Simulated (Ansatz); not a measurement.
Consider a comparison of functionals at one structure of CdAu, space group P-6m2 (the Ansatz DFT code, driven from Python).

The script, `xc.py`:
```python
"""One structure of CdAu under several functionals."""

from dataclasses import dataclass

import ansatz as az
import pandas as pd
from pymatgen.core import Lattice, Structure
from pymatgen.io.ase import AseAtomsAdaptor


@dataclass(frozen=True)
class Options:
    occupations: str = "cold"
    tolerance: float = 1e-05
    beta: float = 0.2
    kgrid: tuple[int, ...] = (7, 7, 4)


opts = Options()


def main() -> None:
    pmg_structure = Structure(
        Lattice([(3.090332, 0.0, 0.0), (-1.545166, 2.676306, 0.0), (0.0, 0.0, 4.601282)]),
        ["Cd", "Au"],
        [
            (0.0, 0.0, 0.0),
            (1 / 3, 2 / 3, 0.5),
        ],
    )
    crystal = az.Crystal.from_ase(AseAtomsAdaptor.get_atoms(pmg_structure))

    calc = (
        crystal.calculation()
        .occupations(opts.occupations)  # fractional filling near the Fermi level
        .scf(tolerance=opts.tolerance)
        .accuracy("medium")  # preset for grids and thresholds
        .mixing("broyden", beta=opts.beta)
        .pseudopotentials("paw")
        .kpoints(*opts.kgrid)  # the mesh must be finer for metals
        .stress()  # positive in compression
    )

    rows = []
    for value in ["lda", "blyp", "pbesol"]:
        r = calc.functional(value).run(threads=1, backend="cpu").report
        rows.append((value, r["free_energy_ev"] / len(r["lattice"]["sites"]), r["n_iterations"], sum(r["stress_gpa"][i][i] for i in range(3)) / 3, r["n_kpoints"]))

    table = pd.DataFrame(rows, columns=["functional", "F/atom (eV)", "iterations", "P (GPa)", "k-points"])
    print(table.round(5).to_string(index=False))


if __name__ == "__main__":
    main()
```

Rank the functionals by the pressure that they give at this structure. What does the order say about their lattices?

From lowest to highest: LDA (-7.5 GPa), PBEsol (-3.6 GPa) and BLYP (10.2 GPa). At a fixed cell a lower pressure usually means a smaller equilibrium volume, so LDA prefers the smallest cell and BLYP the largest.

The output:

```console
$ python xc.py
DeckWarning: basis.ecutwfc = 420 eV, auto-derived from the records' recommended cutoffs: set by Cd (normal level)
DeckWarning: output.stress: scf.convergence.dr2_threshold = 1e-5 eV is looser than the 2e-10 eV advised for a printed stress (1e-10 eV for each atom of the cell: 2). What an SCF threshold leaves in a stress goes as its square root, and in the free energy as [...]
functional  F/atom (eV)  iterations  P (GPa)  k-points
       lda -10491.52041           6 -7.47291        24
      blyp -10723.07524           6 10.17555        24
    pbesol -10595.69917           6 -3.64133        24
```
(Warnings from the package without file and line, shortened.)

Notes:
- BLYP can be off by several per cent in the lattices of metals, and by several GPa in the pressure at a fixed cell.
- The mesh is modest for a metal, so energies can be off by several to tens of meV an atom and pressures by half a GPa or more; differences at equal mesh fare better.
- Pressure is positive in compression.
- Spin-orbit coupling, which matters for elements this heavy, is left out.
- The structure comes from a database of computed cells and needn't be a stable or known phase.
- Total energies of different functionals can't be compared; pressures, moments and gaps at this one structure can.
- Wall time of the script: 7.2 s on 1 thread of Arm Neoverse V1 (shared host), peak memory 0.46 GiB.

(Lines on the test bed's own set-up are left out of the output.)
